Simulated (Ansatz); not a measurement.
# H₄InNSi: small, medium and large basis sets

One table from this session's results is given with a row withheld; the runs are named, their logs left out.

Program: Ansatz 0.2.0, Gaussian basis. Level of theory: one geometry, several basis sets. These are calculated values, not measurements.

Plan: PBE0-D4/def2-SVP; ωB97M-V/def2-SVP; PBE0-D4/def2-QZVPP; ωB97M-V/def2-QZVPP; the functionals' def2-TZVPP values are taken from earlier runs.

### The geometry

The geometry comes from an earlier relaxation with PBE0-D4 in a triple-zeta def2 set; it is a stationary point, not always the lowest conformer. In takes the def2 core potential; no spin-orbit term is included.

7 atoms, charge 0, spin multiplicity 1.

Atoms are counted from 1 here; the program's logs count them from 0.

Bond lengths: N1–Si2 1.708 Å, N1–In3 2.109 Å, N1–H4 1.012 Å, Si2–H5 1.494 Å, Si2–H6 1.498 Å, Si2–H7 1.494 Å. Angles: Si2–N1–In3 122.1°, Si2–N1–H4 117.3°, In3–N1–H4 120.7°, N1–Si2–H5 115.0°, N1–Si2–H6 105.6°, N1–Si2–H7 115.0°, H5–Si2–H6 107.3°, H5–Si2–H7 106.3°, H6–Si2–H7 107.3°.

Coordinates:

```xyz
7
charge 0, multiplicity 1
N    -0.4486   -0.8979    0.0020
Si    0.3202    0.6028   -0.2703
In   -0.8002   -1.6391    1.9444
H    -0.7340   -1.4275   -0.8119
H    -0.5128    1.6180   -0.9831
H     0.6244    1.1521    1.0896
H     1.6123    0.5234   -1.0164
```

The first run:

The input, in.yaml:

```yaml
crystal:
  periodic: [false, false, false]
  atoms:
    - {symbol: N, position_ang: [-0.448555, -0.897896, 0.002039]}
    - {symbol: Si, position_ang: [0.320174, 0.602848, -0.270345]}
    - {symbol: In, position_ang: [-0.800228, -1.639128, 1.944406]}
    - {symbol: H, position_ang: [-0.734050, -1.427505, -0.811938]}
    - {symbol: H, position_ang: [-0.512836, 1.618041, -0.983057]}
    - {symbol: H, position_ang: [0.624406, 1.152100, 1.089606]}
    - {symbol: H, position_ang: [1.612287, 0.523440, -1.016412]}
basis:
  gaussian: {orbitals: def2-SVP}
hamiltonian: {xc: pbe0, dispersion: d4}
output: {orbitals: {seedname: orbitals}}
```

Started as:

```bash
ansatz run in.yaml --threads 2 --pin off --events-out ev --progress --plain --max-ram 4352MiB
```

Among the steps run: PBE0-D4 in def2-SVP; ωB97M-V in def2-SVP; PBE0-D4 in def2-QZVPP; ωB97M-V in def2-QZVPP.

One of the session's tables, all rows but one given; the rest of the session is left out.

It belongs to the step «Density functionals: the series». 

```
functional       basis  HOMO (eV)  LUMO (eV)
   PBE0-D4    def2-SVP      -6.66      -1.55
   PBE0-D4  def2-TZVPP      -6.72      -1.59
   PBE0-D4  def2-QZVPP      -6.74      -1.60
   ωB97M-V    def2-SVP      -8.69       0.03
   ωB97M-V  def2-TZVPP      -8.78      -0.13
   ωB97M-V  def2-QZVPP          ?          ?
```

Estimate the missing values for ωB97M-V, def2-QZVPP.

**Answer.** HOMO (eV): -8.81; LUMO (eV): -0.19. In the column «HOMO (eV)» it is the lowest.
